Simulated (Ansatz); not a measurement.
CuSn3:

```
Sn Cu
1.0
    -2.23990    2.23990    4.87070
     2.23990   -2.23990    4.87070
     2.23990    2.23990   -4.87070
Sn Cu
3 1
Cartesian
  0.0000 0.0000 4.8707
  2.2399 0.0000 2.4354
  0.0000 2.2399 2.4354
  0.0000 0.0000 0.0000
```

The cell comes from a database or a generator and needn't be the stable form of this composition.

Base run:

- Program: Ansatz 0.2.0
- Functional: PBEsol
- Potentials or basis: Ansatz PAW
- Cutoff: 420 eV
- Density cutoff: 1680 eV
- k mesh: 8 × 8 × 8
- Occupations: fermi-dirac, width 0.05 eV
- Spin: no spin polarisation

Its results: band gap on the k mesh none (metal or under the smearing width); pressure -4.1 GPa.

Q: The run is repeated on the same cell with these changes: functional from PBEsol to PBE. What comes out?

A: Band gap on the k mesh none (metal or under the smearing width); pressure -1.0 GPa.

PBE binds less tightly than PBEsol, so the same cell stands under more pressure.

Caveats: the PAW data sets come from PBE, with cores solved anew for the run's functional, which leaves a small shift of forces and pressure (some runs).

Not every run made on this cell is shown here.
